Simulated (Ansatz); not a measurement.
**HfSn3O8: the cell at several levels of theory**

Cell and atoms of HfSn3O8 built on the tetragonal host prototype are relaxed in turn with PBE, r2SCAN and PBEsol. This is a trial cell built on a prototype, not taken from a measured structure, and it needn't be the compound's ground state.

The runs shown are made with Ansatz 0.2.0. PAW datasets, plane waves, zero pressure. Values at 0 K without nuclear motion; spin polarisation is off, and the phase may be a hypothetical one.

## Step 1: The structure to begin with

This is the cell as the run starts from it, not yet at rest; its lengths are not the crystal's.

Space group Pmm2 (No. 25), orthorhombic; a = 3.296 Å, b = 6.592 Å, c = 4.791 Å in the conventional setting, 8.67 Å³ an atom. Sn has 4 O at 1.90 Å; Hf has 4 O at 1.90 Å; O has 2 Sn at 1.90 Å; O has 1 Hf at 1.90 Å and 1 Sn at 1.90 Å.

The structure in full:

```xyz
12
Lattice="3.2960 0.0000 0.0000 0.0000 6.5920 0.0000 0.0000 0.0000 4.7910" Properties=species:S:1:pos:R:3 pbc="T T T"
Sn    1.6480    1.6480    2.3955
Hf    0.0000    0.0000    0.0000
O     1.6480    0.0000    1.4507
O     0.0000    1.6480    0.9448
O     0.0000    1.6480    3.3403
O     1.6480    0.0000    3.8462
Sn    1.6480    4.9440    2.3955
Sn    0.0000    3.2960    0.0000
O     1.6480    3.2960    1.4507
O     0.0000    4.9440    0.9448
O     0.0000    4.9440    3.3403
O     1.6480    3.2960    3.8462
```

## Step 2: Relaxation with PBE

input.yaml reads:

```yaml
crystal:
  lattice:
    - [3.29601972, 0.0, 0.0]
    - [0.0, 6.59203945, 0.0]
    - [0.0, 0.0, 4.79102416]
  atoms:
    - { symbol: Sn, position: [0.5, 0.25, 0.5] }
    - { symbol: Hf, position: [0.0, 0.0, 0.0] }
    - { symbol: O, position: [0.5, 0.0, 0.30279212] }
    - { symbol: O, position: [0.0, 0.25, 0.19720788] }
    - { symbol: O, position: [0.0, 0.25, 0.69720788] }
    - { symbol: O, position: [0.5, 0.0, 0.80279212] }
    - { symbol: Sn, position: [0.5, 0.75, 0.5] }
    - { symbol: Sn, position: [0.0, 0.5, 0.0] }
    - { symbol: O, position: [0.5, 0.5, 0.30279212] }
    - { symbol: O, position: [0.0, 0.75, 0.19720788] }
    - { symbol: O, position: [0.0, 0.75, 0.69720788] }
    - { symbol: O, position: [0.5, 0.5, 0.80279212] }
kpoints:
  mp_grid: { grid: [8, 4, 6] }
hamiltonian:
  xc: pbe
scf:
  occupations: { method: fermi_dirac, width: 0.02 }
relax:
  f_tol: 0.005
  cell: {}
```

After this run come: Relaxing with r2SCAN; PBEsol: cell and atoms.

Q: Predict the outcome of this session. Wanted: for each run, a; b; c; volume; space group; SCF geometries.

As calculated:

```
 level  a (Å)  b (Å)  c (Å)  volume (Å³/atom)  space group  SCF geometries
   PBE  3.548  7.305  5.475            11.825         Pmm2              21
r2SCAN  3.517  7.206  5.382            11.367         Pmm2               9
PBEsol  3.521  7.213  5.358            11.340         Pmm2              10
```

The first relaxation changed the volume by +36.3 % from the start. PBEsol gives the smallest cell and PBE the largest; they differ by 4.3 % in volume, a mean of 1.4 % in length. The meshes differ: PBE 8×4×6, r2SCAN 6×4×4, PBEsol 6×4×4.
